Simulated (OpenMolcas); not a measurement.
**Mo⁵⁺ among point charges: CASSCF and CASPT2 levels, g values and susceptibility**

How does a field of 6 point charges split the states of Mo⁵⁺, and what g values and χT follow?

Method: state-averaged CASSCF and CASPT2, spin-orbit coupling by RASSI with atomic mean-field integrals. Code: OpenMolcas 26.06.

### 1 What is computed

```
Species                           : Mo⁵⁺ (molybdenum, Z = 42, 37 electrons)
Basis                             : ANO-RCC-VDZP [6s5p3d1f], 43 functions
Scalar Hamiltonian                : DKH2, point nucleus
Inactive shells                   : 1s 2s 2p 3s 3p 3d 4s 4p
Active space                      : 1 electron in 5 orbitals (4d)
Some configurations of this space : 4d
Orbitals                          : optimised for each spin and parity, averaged over all roots
```

The outer shells:

4d
```
4d [↑ ][  ][  ][  ][  ]
```

The ion sits among 6 point charges of -1.7 e arranged as a tetragonal octahedron (D4h), 2.06 Å from the ion, with the axial distance 2.431 Å.

Each step is its own input file, run in one work folder so that later steps find the files of earlier ones. Only the result sections of each output are shown. Labels, J, g values, rates, χT and fits are worked out afterwards by a script from the matrices that RASSI stores. The input lists half of the charges; inversion (Group=XYZ) makes the rest.

### 2 One- and two-electron integrals

File a.inp:

```
&GATEWAY
Coord
1

Mo 0.0 0.0 0.0
Basis=ANO-RCC-VDZP
Group=XYZ
NoMove
AngMom=0.0 0.0 0.0
AMFI
XField
3 Angstrom 0
2.060000 0.000000 0.000000 -1.700000
0.000000 2.060000 0.000000 -1.700000
0.000000 0.000000 2.430800 -1.700000
&SEWARD
```

On the command line:

```bash
$ OMP_NUM_THREADS=1 MOLCAS_MEM=1689 MOLCAS_PROJECT=a pymolcas a.inp > a.log
```

### 3 CASSCF: doublets of even parity, 5 roots

File a.inp:

```
&RASSCF
FileOrb=start.orb
Symmetry=1
Spin=2
nActEl=1 0 0
Inactive=9 9
Ras2=5 0
CIRoot=5 5 1
SDav=5
CIMx=300
Iter=120 100
PrWF=0.3
OrbListing=Nothing
MaxOrb=0
>>> COPY $Project.JobIph JOB001
```

start.orb holds the contracted functions of the basis, ordered by shell, or the orbitals of the step before.

### 4 RASSI: spin-orbit coupling between the states

File a.inp:

```
&RASSI
NrOfJobIphs=1 5
1 2 3 4 5
IphNames
JOB001
EJob
SpinOrbit
DIPRint=1.0
SOCoupling=1000.0
Subsets=2
Property=9
'ANGMOM' 1 'ANGMOM' 2 'ANGMOM' 3 'MLTPL  1' 1 'MLTPL  1' 2 'MLTPL  1' 3
'AMFI' 1 'AMFI' 2 'AMFI' 3
SOProperty=3
'ANGMOM' 1 'ANGMOM' 2 'ANGMOM' 3
```

### 5 CASPT2: IPEA 0.25, imaginary shift 0.1 (closed shells correlated: 4s 4p)

File a.inp:

```
>>> COPY JOB001 $Project.JobIph
&CASPT2
Multistate=5 1 2 3 4 5
NoMult
Frozen=8 6
IPEA=0.25
Imaginary=0.1
MaxIter=60
WThr=0.0 0.3 0.05
PrWF=0.5
NoMix
```

(Steps that only read results are left out.)

Q: Predict the outcome of this session. Wanted: spin-free ground state; first state of the same spin; lowest level; next level.

**Answer**, as computed:

```
                    quantity                                                                        value
                      method  SS-CASPT2, IPEA 0.25, imaginary shift 0.1 (closed shells correlated: 4s 4p)
      spin-free ground state                                               2E, 2-fold in its orbital part
first state of the same spin                                                             2A1 at 3100 cm⁻¹
                lowest level                                            2-fold E1/2, g = 0.18, 1.21, 1.21
                  next level                                                                  1148.2 cm⁻¹
                 χT at 300 K                                                               0.14 cm³ K/mol
   effective moment at 300 K                                                                      1.06 μB
```

Cost by method:

```tsv
method	time of its own steps	time with the reference
A. CASSCF	1.6 s	1.6 s
B. SS-CASPT2, IPEA 0.25, imaginary shift 0.1, +4s 4p	0.52 s	2.1 s
```

Times are of one thread on a shared host.

**Reading.** The spin-free ground state (2E) comes to 100 % from free-ion D terms and keeps the highest spin of the shell. χT at 300 K is 0.14, against 0.38 cm³ K/mol for the spin alone, so orbital moment lowers it. Point charges give too small a field for d ions at true ligand charges. This is an electrostatic model: the charges have no orbitals.
